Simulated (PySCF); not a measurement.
# One shape, several levels: CH3BCl2O (methoxydichloroborane)

We compute a comparison of 6 runs (BP86/aug-cc-pVDZ) of CH3BCl2O (methoxydichloroborane). The setting varied is the integral approximation. 

The calculation is run with PySCF 2.14.0.

5 further runs of the same task are left out: 5 set aside as unsound or not needed.

### 1 The system as given

CH3BCl2O has 8 atoms, charge 0, and is taken as a singlet. SMILES: `COB(Cl)Cl`. Geometry: relaxed at PBE0-D4/def2-TZVP.

Bond lengths: C1–O2 1.417 Å, O2–B3 1.331 Å, B3–Cl4 1.752 Å, B3–Cl5 1.763 Å, C1–H6 1.090 Å, C1–H7 1.091 Å, C1–H8 1.091 Å. Angles: C1–O2–B3 126.0°, O2–B3–Cl4 118.1°, O2–B3–Cl5 123.2°, Cl4–B3–Cl5 118.7°, O2–C1–H6 107.8°, O2–C1–H7 111.7°, O2–C1–H8 108.7°, H6–C1–H7 109.9°, H6–C1–H8 109.2°, H7–C1–H8 109.6°.

### 2 The energy at BP86/aug-cc-pVDZ (run 1)

The input, input.xyz:

```xyz
8
CH3BCl2O
C     -0.173000    -0.644100     0.940400
O      0.000100    -0.547100    -0.462300
B      0.213000     0.573500    -1.147500
Cl     0.382900     0.455700    -2.887600
Cl     0.331800     2.160700    -0.389600
H      0.452100    -1.462400     1.297300
H      0.104200     0.282000     1.445200
H     -1.218800    -0.875400     1.148200
```

The input, run.py:

```python
# COB(Cl)Cl
from pyscf import gto, dft

mol = gto.Mole()
mol.atom = 'input.xyz'
mol.spin = 0
mol.charge = 0
mol.basis = 'aug-cc-pvdz'
mol.verbose = 4
mol.max_memory = 1860
mol.build()

myscf = dft.RKS(mol)
myscf.xc = 'bp86'
myscf.conv_tol = 1e-10
myscf.grids.level = 4
myscf.kernel()
if not myscf.converged:
    myscf = myscf.newton().run(myscf.mo_coeff, myscf.mo_occ)

etot = myscf.e_tot
print('E = %.10f Eh' % etot)
```

Command:

```console
OMP_NUM_THREADS=1 python run.py
```

Output:

```text
PySCF version 2.14.0

[... 81 lines left out ...]
converged SCF energy = -1060.61984291006
E = -1060.6198429101 Eh
```

Wall time 35 s (1 thread of Arm Neoverse V1, shared host); peak memory 1 GiB.

### 3 A single-point energy at BP86/aug-cc-pVDZ (density fitting with cc-pvdz-jkfit) (run 2)

input.xyz is that of step 2.

The input, run.py:

```python
# COB(Cl)Cl
from pyscf import gto, dft

mol = gto.Mole()
mol.atom = 'input.xyz'
mol.basis = 'aug-cc-pvdz'
mol.max_memory = 1860
mol.verbose = 3
mol.spin = 0
mol.build()

ks = dft.RKS(mol, xc='bp86')
ks = ks.density_fit(auxbasis='cc-pvdz-jkfit')
ks.conv_tol = 1e-10
ks.grids.level = 4
ks.kernel()
if not ks.converged:
    ks = ks.newton().run(ks.mo_coeff, ks.mo_occ)

e_final = ks.e_tot
print('E = %.10f Eh' % e_final)
```

Command:

```console
OMP_NUM_THREADS=1 python run.py
```

Output:

```text
converged SCF energy = -1060.61999088375
E = -1060.6199908837 Eh
```

It took 36 s on 1 thread of Arm Neoverse V1, shared host; peak memory 0.55 GiB.

Runs 3 to 5 aren't shown in full; the table further down has their settings and results.

### 4 A single-point energy at BP86/aug-cc-pVDZ (density fitting) (run 6)

The input, run.py:

```python
from pyscf import gto, dft
from pyscf import df

mol = gto.M(
    atom=[
    ('C', (-0.173000, -0.644100, 0.940400)),
    ('O', (0.000100, -0.547100, -0.462300)),
    ('B', (0.213000, 0.573500, -1.147500)),
    ('Cl', (0.382900, 0.455700, -2.887600)),
    ('Cl', (0.331800, 2.160700, -0.389600)),
    ('H', (0.452100, -1.462400, 1.297300)),
    ('H', (0.104200, 0.282000, 1.445200)),
    ('H', (-1.218800, -0.875400, 1.148200)),
],
    spin=0,
    max_memory=1860,
    charge=0,
    verbose=3,
    basis='aug-cc-pvdz',
)

mf = dft.RKS(mol, xc='bp86')
mf = mf.density_fit(auxbasis=df.aug_etb(mol, beta=2.0))
mf.conv_tol = 1e-10
mf.grids.level = 4
mf.kernel()
if not mf.converged:
    mf = mf.newton().run(mf.mo_coeff, mf.mo_occ)

e_final = mf.e_tot
print('E = %.10f Eh' % e_final)
```

Command:

```console
OMP_NUM_THREADS=1 python run.py
```

Output:

```text
converged SCF energy = -1060.61985654003
E = -1060.6198565400 Eh
```

It took 41 s on 1 thread of Arm Neoverse V1, shared host; peak memory 0.56 GiB.

### 5 The series

| run | level | integral approximation | energy (Eh) | dipole moment (D) | HOMO energy (eV) | LUMO energy (eV) | wall time |
| --- | --- | --- | --- | --- | --- | --- | --- |
| 1 | BP86/aug-cc-pVDZ | none | -1060.619843 | 2.47 | -7.60 | -1.33 | 35 s |
| 2 | BP86/aug-cc-pVDZ (density fitting with cc-pvdz-jkfit) | cc-pvdz-jkfit | -1060.619991 | 2.47 | -7.60 | -1.33 | 36 s |
| 3 | BP86/aug-cc-pVDZ (density fitting with cc-pvqz-jkfit) | cc-pvqz-jkfit | -1060.619877 | 2.47 | -7.60 | -1.33 | 39 s |
| 4 | BP86/aug-cc-pVDZ (density fitting with cc-pvtz-jkfit) | cc-pvtz-jkfit | -1060.619923 | 2.47 | -7.60 | -1.33 | 37 s |
| 5 | BP86/aug-cc-pVDZ (density fitting with def2-universal-jkfit) | def2-universal-jkfit | -1060.619921 | 2.47 | -7.60 | -1.33 | 37 s |
| 6 | BP86/aug-cc-pVDZ (density fitting) | etb | -1060.619857 | 2.47 | -7.60 | -1.33 | 41 s |

### 6 Results

```
            quantity           value
 run 6: total energy  -1060.61986 Eh
run 6: dipole moment          2.47 D
  run 6: HOMO energy        -7.60 eV
  run 6: LUMO energy        -1.33 eV
run 6: HOMO–LUMO gap         6.27 eV
```

Over the runs the total energy spans 0.004 eV. All runs together took 3.7 min, the longest 41 s.
